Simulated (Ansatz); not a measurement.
# SiBr− (triplet): geometry optimisation

Where does this start of SiBr− (triplet) end when it is relaxed?

The runs use Ansatz 0.2.0, Gaussian basis; UKS PBE0/def2-TZVPD.

### Step 1. Where the work starts

2 atoms, charge -1, spin multiplicity 3.

Atoms are counted from 1 here; the program's logs count them from 0.

Bond lengths: Si1–Br2 2.148 Å.

Geometry (Å):

```xyz
2
BrSi
Si    0.0000    0.0000    0.0000
Br    0.0000    0.0000    2.1483
```

The start is set by covalent radii. Sticks and bond lists go by distance. No spin-orbit coupling is included. 

### Step 2. The run

Input file in.yaml:

```yaml
crystal:
  periodic: [false, false, false]
  atoms:
    - {symbol: Si, position_ang: [0.000000, 0.000000, 0.000000]}
    - {symbol: Br, position_ang: [0.000000, 0.000000, 2.148300]}
basis:
  gaussian: {orbitals: def2-TZVPD}
total_charge: -1
magnetization: {spin_polarized: true, initial_magnetization: 2}
hamiltonian: {xc: pbe0}
relax: {f_tol: 0.004, max_steps: 80}
```

Started as:

```console
> ansatz run in.yaml --threads 1 --pin off --events-out ev --progress --plain --max-ram 2176MiB
```

**Question.** What will these runs give? Wanted: energy gained; shift from the start; total energy; ⟨S²⟩.

**Answer**, as computed:

| quantity | value |
| --- | --- |
| steps | 5 |
| energy gained | 0.369 eV |
| shift from the start (rms) | 0.139 Å |
| total energy | -77913.2159 eV |
| ⟨S²⟩ | 2.009 |

What this shows: The bonds of the start are those of the end. Si1–Br2 went from 2.148 to 2.426 Å. No vibrations were run, so this is a stationary point, not a proven minimum, and this spin need not be the ground state's.
